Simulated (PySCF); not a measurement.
# C7H6O2S (4-mercaptobenzoic acid): the cost of one run

Computed with PySCF 2.14.0 and routines of our own; the level stands in each step. Atoms count from 0.

### Step 1. The starting structure

16 atoms, charge 0, multiplicity 1; geometry from: GFN2-xTB.

### Step 2. Relaxing the molecule at PBE0-D3(BJ)/def2-SVP

What the job is given:

```
{"job": {"xc": "PBE0", "basis": "def2-SVP", "d3": "d3bj", "grid": 2, "kind": "geom"}, "charge": 0, "multiplicity": 1}
O     -3.112376     0.374166     0.924290
C     -2.385491     0.111537    -0.002324
O     -2.869707    -0.165336    -1.225860
C     -0.912945     0.060313     0.072373
C     -0.131456    -0.264041    -1.034760
C      1.243199    -0.300527    -0.928550
C      1.851710    -0.011731     0.288980
S      3.602294    -0.041358     0.479005
C      1.076126     0.310623     1.400534
C     -0.295841     0.345896     1.290876
H     -3.837819    -0.112561    -1.209315
H     -0.607709    -0.486175    -1.976499
H      1.844679    -0.553385    -1.790140
H      3.881334    -0.383490    -0.778639
H      1.560954     0.530638     2.339281
H     -0.914549     0.594374     2.139337
```

Launch:

```
$ OMP_NUM_THREADS=1 python excited_run.py task.json out
```

This one command runs all jobs of the session in turn.

Q: Estimate the wall time and peak memory of this first job on 1 thread of Intel Xeon Platinum 8488C, shared host.

About 2.6 min, with a peak of 0.92 GiB.
